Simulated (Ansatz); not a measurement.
# CH4BFSi: the cost of one run

Program: Ansatz 0.2.0. Level of theory: RKS BLYP/6-31G*. These are calculated values, not measurements.

## 1. Starting point

Bond lengths: B1–Si2 1.905 Å, Si2–C3 1.765 Å, Si2–F4 1.635 Å, B1–H5 1.172 Å, B1–H6 1.171 Å, C3–H7 1.077 Å, C3–H8 1.076 Å. Angles: B1–Si2–C3 135.6°, B1–Si2–F4 112.7°, C3–Si2–F4 111.7°, Si2–B1–H5 122.9°, Si2–B1–H6 119.8°, H5–B1–H6 117.4°, Si2–C3–H7 123.1°, Si2–C3–H8 122.1°, H7–C3–H8 114.7°.

Structure file:

```xyz
8

B    -0.8257    1.4183   -0.5645
Si   -0.0533   -0.3039   -0.3071
C     0.9095   -1.0792    0.9523
F    -0.3491   -1.3208   -1.5532
H    -1.4438    1.7022   -1.5193
H    -0.6905    2.2439    0.2541
H     1.2512   -2.0986    0.8885
H     1.2017   -0.5620    1.8493
```

## 2. Relaxing end A

input.yaml reads:

```yaml
crystal:
  periodic: [false, false, false]
  atoms:
    - { symbol: B, position_ang: [-0.82572, 1.4183, -0.56455] }
    - { symbol: Si, position_ang: [-0.05328, -0.30385, -0.3071] }
    - { symbol: C, position_ang: [0.90951, -1.07919, 0.95234] }
    - { symbol: F, position_ang: [-0.34911, -1.3208, -1.55323] }
    - { symbol: H, position_ang: [-1.4438, 1.70216, -1.51933] }
    - { symbol: H, position_ang: [-0.69048, 2.24394, 0.2541] }
    - { symbol: H, position_ang: [1.25118, -2.09857, 0.8885] }
    - { symbol: H, position_ang: [1.20169, -0.56199, 1.84927] }
basis:
  gaussian: { orbitals: "6-31G*" }
hamiltonian:
  xc: blyp
relax:
  f_tol: 0.02
  max_steps: 50
```

Run with:

```console
$ ansatz run input.yaml --threads 1 --pin off --max-ram 2048MiB --backend cpu --events-out ev --progress --plain --runs-dir out
```

What time and memory should one allow on 1 thread of AMD EPYC 7R13 (Zen 3), shared host?

About 14 s, with a peak of 0.17 GiB.
